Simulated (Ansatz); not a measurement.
# HfMo2, space group Fd-3m: an equation of state with a fit

Program: the Ansatz DFT code, driven from Python.

The cells in order, each with its output:

```python
import ansatz as az
import numpy as np
from pymatgen.analysis.eos import EOS
```

```python
vectors0 = np.array([
    [0.0, 3.7775, 3.7775],
    [3.7775, 0.0, 3.7775],
    [3.7775, 3.7775, 0.0],
])
sites = [
    ('Hf', [0.0, 0.0, 0.0]),
    ('Hf', [0.25, 0.25, 0.25]),
    ('Mo', [0.625, 0.625, 0.625]),
    ('Mo', [0.125, 0.625, 0.625]),
    ('Mo', [0.625, 0.625, 0.125]),
    ('Mo', [0.625, 0.125, 0.625]),
]
```

```python
def on_lattice(cell):
    crystal = az.Crystal(lattice=az.Lattice.of(cell))
    for symbol, position in sites:
        crystal = crystal.atom(symbol, position)
    return crystal
```

```python
# scale the volume, keep shape and fractions
volumes, energies, pressures = [], [], []
for scale in np.linspace(0.94, 1.06, 7):
    cell = vectors0 * scale ** (1 / 3)
    base = (
        on_lattice(cell).calculation()
        .scf(tolerance=1e-10)
        .occupations(az.OccupationsMethod.COLD)
        .basis(470)
        .functional('pbesol')
        .kpoints(5, 5, 5)
        .stress()
    )
    rep = base.run().report
    volumes.append(abs(np.linalg.det(cell)) / len(sites))
    energies.append(rep['free_energy_ev'] / len(sites))
    pressures.append(np.trace(rep['stress_gpa']) / 3)
    print(f'V = {volumes[-1]:8.4f} A^3/atom  F = {energies[-1]:.5f} eV/atom  P = {pressures[-1]:8.3f} GPa')
```

    V =  16.8896 A^3/atom  F = -8464.45819 eV/atom  P =    8.396 GPa
    V =  17.2490 A^3/atom  F = -8464.47141 eV/atom  P =    3.477 GPa
    V =  17.6083 A^3/atom  F = -8464.47415 eV/atom  P =   -0.964 GPa
    V =  17.9677 A^3/atom  F = -8464.46741 eV/atom  P =   -4.976 GPa
    V =  18.3270 A^3/atom  F = -8464.45211 eV/atom  P =   -8.604 GPa
    V =  18.6864 A^3/atom  F = -8464.42907 eV/atom  P =  -11.886 GPa
    V =  19.0457 A^3/atom  F = -8464.39903 eV/atom  P =  -14.850 GPa

```python
for form in ['birch_murnaghan', 'vinet']:
    fit = EOS(eos_name=form).fit(volumes, energies)
    print(f'{form:18s} V0 {fit.v0:8.4f} A^3/atom  B0 {fit.b0_GPa:7.1f} GPa  B1 {fit.b1:5.2f}')
```

    birch_murnaghan    V0  17.5272 A^3/atom  B0   210.6 GPa  B1  3.95
    vinet              V0  17.5273 A^3/atom  B0   210.6 GPa  B1  3.91

A third-order Birch-Murnaghan fit through the 7 points has its minimum at 17.53 Å³ an atom, 2.5 % below the typed cell, with a bulk modulus of 211 GPa and dB/dP = 3.9. From that minimum the energy rises by 16.2 meV an atom on the compressed side and 75.4 meV on the expanded side.

Notes:
- Absolute energies stand on the zero of these potentials, so only differences at equal settings mean something.
- Shape and fractional positions are held along the curve, so the bulk modulus is an upper value where they are free to relax.
- The mesh is modest for a metal, so energies can be off by several to tens of meV an atom and pressures by half a GPa or more; differences at equal mesh fare better.
- Pressure is positive in compression.
- Spin-orbit coupling, which matters for elements this heavy, is left out.
- The starting cell is as deposited in a crystallographic database; the results hold for this polymorph, which needn't be the stable one.
- It ran for 41 s on 1 thread of Arm Neoverse V2 (shared host), peak memory 0.58 GiB.
